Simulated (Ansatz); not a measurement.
# Nb2B3C: the cost of one run

Computed with Ansatz 0.2.0 (DFT PBE, scalar-relativistic, plane waves, PAW, unless a step's input says otherwise).

## Step 1: The system as given

Symmetry: P4/mmm, No. 123, tetragonal system. Conventional cell: a = 2.837 Å, b = 2.837 Å, c = 10.556 Å, α = 90.00°, β = 90.00°, γ = 90.00°. Around Nb (site symmetry 4mm) lie 4 C at 2.44 Å and 5 Nb at 2.78 to 2.84 Å and 4 B at 2.94 Å. Around B (site symmetry 4mm) lie 8 B at 2.65 to 2.84 Å and 4 Nb at 2.94 Å. Around B (site symmetry 4/mmm) lie 12 B at 2.65 to 2.84 Å. Around C (site symmetry 4/mmm) lie 8 Nb at 2.44 Å.

Coordinates:

```cif
data_structure
_symmetry_space_group_name_H-M 'P4/mmm'
_symmetry_Int_Tables_number 123
_cell_length_a 2.8368
_cell_length_b 2.8368
_cell_length_c 10.5562
_cell_angle_alpha 90.000
_cell_angle_beta 90.000
_cell_angle_gamma 90.000
_cell_volume 84.95
loop_
_atom_site_label
_atom_site_type_symbol
_atom_site_symmetry_multiplicity
_atom_site_Wyckoff_symbol
_atom_site_fract_x
_atom_site_fract_y
_atom_site_fract_z
_atom_site_occupancy
Nb1 Nb 2 h 0.50000 0.50000 0.86814 1
B1 B 2 g 0.00000 0.00000 0.66477 1
B2 B 1 d 0.50000 0.50000 0.50000 1
C1 C 1 a 0.00000 0.00000 0.00000 1
```

A structure generator made this guess: species swapped into a database cell of Er2Mg3Ru (P4/mmm, No. 123), with Nb on the Er sites, B on the Mg sites and C on the Ru sites. The dimensions are guesses.

## Step 2: The guess as it stands, on a coarse mesh

input.yaml reads:

```yaml
crystal:
  lattice:
    - [2.83678248, 0.0, 0.0]
    - [0.0, 2.83678248, 0.0]
    - [0.0, 0.0, 10.55623378]
  atoms:
    - { symbol: Nb, position: [0.5, 0.5, 0.868141] }
    - { symbol: Nb, position: [0.5, 0.5, 0.131859] }
    - { symbol: B, position: [0.0, 0.0, 0.66476798] }
    - { symbol: B, position: [0.0, 0.0, 0.33523202] }
    - { symbol: B, position: [0.5, 0.5, 0.5] }
    - { symbol: C, position: [0.0, 0.0, 0.0] }
basis:
  ecutwfc: 420
kpoints:
  mp_grid: { grid: [6, 6, 2] }
hamiltonian:
  xc: pbe
scf:
  occupations: { method: gaussian, width: 0.1 }
  lower_state_search: "off"
output:
  forces: true
  stress: true
  eigenvalues: true
```

The run is started by

```
$ ansatz run input.yaml --threads 1 --pin off --max-ram 2560MiB --backend cpu --events-out ev --progress --plain --runs-dir out
```

Q: Estimate wall time and peak memory on 1 thread of Intel Xeon at 2.70GHz, shared host.

About 2.9 s, with a peak of 0.37 GiB.
